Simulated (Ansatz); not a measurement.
# CO2: the cost of one run

Program: Ansatz 0.2.0. Level of theory: DFT, PBE, plane-wave PAW, default files, scalar-relativistic, as far as a step names no other. These are calculated values, not measurements.

1 further run of the same task is left out (it didn't finish).

### Step 1. Starting point

It takes space group Pa-3 (No. 205, cubic). The conventional cell has a = 5.630 Å, b = 5.630 Å, c = 5.630 Å, α = 90.00°, β = 90.00°, γ = 90.00°. C (site symmetry -3) has 2 O at 1.05 Å as nearest neighbours. O (site symmetry 3) has 1 C at 1.05 Å as nearest neighbours.

As a file:

```xyz
12
Lattice="5.6300 0.0000 0.0000 0.0000 5.6300 0.0000 0.0000 0.0000 5.6300" Properties=species:S:1:pos:R:3 pbc="T T T"
C     0.0000    0.0000    0.0000
C     2.8150    0.0000    2.8150
C     2.8150    2.8150    0.0000
C     0.0000    2.8150    2.8150
O     0.6080    0.6080    0.6080
O     2.2070    5.0220    3.4230
O     3.4230    2.2070    5.0220
O     5.0220    3.4230    2.2070
O     5.0220    5.0220    5.0220
O     3.4230    0.6080    2.2070
O     2.2070    3.4230    0.6080
O     0.6080    2.2070    3.4230
```

### Step 2. Single point at the given positions

input.yaml

```yaml
crystal:
  lattice:
    - [5.63, 0.0, 0.0]
    - [0.0, 5.63, 0.0]
    - [0.0, 0.0, 5.63]
  atoms:
    - { symbol: C, position: [0.0, 0.0, 0.0] }
    - { symbol: C, position: [0.5, 0.0, 0.5] }
    - { symbol: C, position: [0.5, 0.5, 0.0] }
    - { symbol: C, position: [0.0, 0.5, 0.5] }
    - { symbol: O, position: [0.108, 0.108, 0.108] }
    - { symbol: O, position: [0.392, 0.892, 0.608] }
    - { symbol: O, position: [0.608, 0.392, 0.892] }
    - { symbol: O, position: [0.892, 0.608, 0.392] }
    - { symbol: O, position: [0.892, 0.892, 0.892] }
    - { symbol: O, position: [0.608, 0.108, 0.392] }
    - { symbol: O, position: [0.392, 0.608, 0.108] }
    - { symbol: O, position: [0.108, 0.392, 0.608] }
kpoints:
  mp_grid: { grid: [4, 4, 4] }
scf:
  occupations: { method: fermi_dirac, width: 0.02 }
hamiltonian:
  xc: pbe
  pseudopotentials: { kind: paw }
output:
  forces: true
  stress: true
  populations: true
  efg: { quadrupole_moments_barn: { O: -0.02558 }, contact_densities: true }
```

On the command line:

```bash
$ ansatz run input.yaml --threads 1 --pin off --max-ram 2560MiB --backend cpu --events-out ev --progress --plain --runs-dir out
```

What time and memory should one allow on 1 thread of Intel Xeon Platinum 8259CL at 2.50GHz (Skylake/Cascade Lake), shared host?

About 7.5 s, with a peak of 0.5 GiB.
